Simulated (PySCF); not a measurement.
# C6H12O3: the cost of one run

Method: levels as typed in each script, gas phase, geometry from GFN2-xTB; program: PySCF 2.14.0.

## (1) The system as given

21 atoms, charge 0, spin multiplicity 1.

Bond lengths: C1–C2 1.519 Å, C1–H10 1.087 Å, C1–H11 1.086 Å, C1–H12 1.085 Å, C2–C3 1.533 Å, C2–O6 1.432 Å, C2–H13 1.097 Å, C3–O4 1.406 Å, C3–H14 1.101 Å, C3–H15 1.102 Å, O4–C5 1.405 Å, C5–H16 1.097 Å, C5–H17 1.088 Å, C5–H18 1.097 Å, O6–C7 1.337 Å, C7–C8 1.507 Å, C7–O9 1.202 Å, C8–H19 1.087 Å and more. Angles: C2–C1–H10 109.8°, C2–C1–H11 110.3°, C2–C1–H12 108.7°, H10–C1–H11 108.9°, H10–C1–H12 109.4°, H11–C1–H12 109.7°, C1–C2–C3 111.7°, C1–C2–O6 107.8°, C1–C2–H13 110.8°, C3–C2–O6 109.4°, C3–C2–H13 108.2°, O6–C2–H13 108.8°, C2–C3–O4 108.6°, C2–C3–H14 109.2°, C2–C3–H15 109.5°, O4–C3–H14 110.5°, O4–C3–H15 110.6°, H14–C3–H15 108.4° and more.

Geometry (Å):

```xyz
21
C6H12O3
C    -0.5913    2.1464    0.1668
C    -0.1361    0.7047    0.3174
C    -1.1020   -0.2693   -0.3666
O    -2.3675   -0.1384    0.2312
C    -3.3063   -1.0522   -0.2750
O     1.1601    0.5894   -0.2811
C     1.9499   -0.4111    0.1235
C     3.2751   -0.3627   -0.5915
O     1.6367   -1.2275    0.9480
H    -0.5839    2.4272   -0.8832
H     0.0718    2.8109    0.7135
H    -1.6000    2.2354    0.5568
H    -0.0630    0.4274    1.3761
H    -0.7241   -1.2964   -0.2500
H    -1.1558   -0.0391   -1.4434
H    -3.4584   -0.9114   -1.3526
H    -4.2390   -0.8609    0.2512
H    -2.9904   -2.0872   -0.0967
H     3.1105   -0.4338   -1.6635
H     3.7613    0.5873   -0.3856
H     3.9013   -1.1824   -0.2543
```

## (2) Excited states (CAM-B3LYP/6-31g*)

Input file input.py:

```python
import numpy as np
from pyscf import gto, scf, dft, tdscf
from pyscf.scf import atom_ks, atom_hf
from scipy.linalg import block_diag

def solve(mol, dm0=None, hcore=None):
    mf = (dft.UKS if mol.spin else dft.RKS)(mol, xc='camb3lyp')
    mf.grids.level = 3
    mf = mf.density_fit(auxbasis='def2-universal-jkfit')
    mf.conv_tol, mf.max_cycle = 1e-8, 80
    if hcore is not None:
        mf.get_hcore = lambda *args: hcore
    mf.kernel(dm0)
    if not mf.converged:
        mf = mf.newton().run(mf.mo_coeff, mf.mo_occ, max_cycle=30)
    assert mf.converged, 'SCF not converged'
    return mf

mol = gto.M(atom='''
C     -0.59128     2.14644     0.16675
C     -0.13612     0.70470     0.31738
C     -1.10198    -0.26926    -0.36665
O     -2.36752    -0.13839     0.23123
C     -3.30631    -1.05222    -0.27504
O      1.16005     0.58940    -0.28106
C      1.94989    -0.41110     0.12355
C      3.27509    -0.36271    -0.59153
O      1.63671    -1.22751     0.94796
H     -0.58392     2.42718    -0.88325
H      0.07185     2.81092     0.71351
H     -1.60002     2.23537     0.55680
H     -0.06297     0.42745     1.37609
H     -0.72410    -1.29643    -0.24999
H     -1.15582    -0.03905    -1.44340
H     -3.45837    -0.91143    -1.35264
H     -4.23902    -0.86095     0.25118
H     -2.99038    -2.08721    -0.09673
H      3.11045    -0.43379    -1.66353
H      3.76132     0.58728    -0.38559
H      3.90132    -1.18242    -0.25433
''', basis='6-31g*', charge=0, spin=0, verbose=4)
mf = solve(mol)
td = mf.TDA()
td.nstates, td.singlet, td.conv_tol = 6, True, 1e-5
td.kernel()
td.analyze()
x, y = np.array([p[0] for p in td.xy]), np.array([p[1] + 0 * p[0] for p in td.xy])
f, mu = td.oscillator_strength(), td.transition_dipole()
nto = [td.get_nto(state=i + 1, verbose=4) for i in range(len(td.e))]
# spherically averaged free atoms, for the promolecule
atm = atom_ks.get_atm_nrks(mol, xc='camb3lyp')
pro = block_diag(*[(atm[a[0]][2] * atm[a[0]][3]) @ atm[a[0]][2].T for a in mol._atom])
np.savez('result.npz', e=td.e, f=f, ok=td.converged, w=[n[0] for n in nto], nto=[n[1] for n in nto], x=x, y=y, c=mf.mo_coeff, occ=mf.mo_occ, eps=mf.mo_energy, pro=pro, mu=mu)
```

Started as:

```console
$ OMP_NUM_THREADS=1 python input.py
```

What time and memory should one allow on 1 thread of Arm Neoverse V2, shared host?

About 19 min, with a peak of 0.96 GiB.
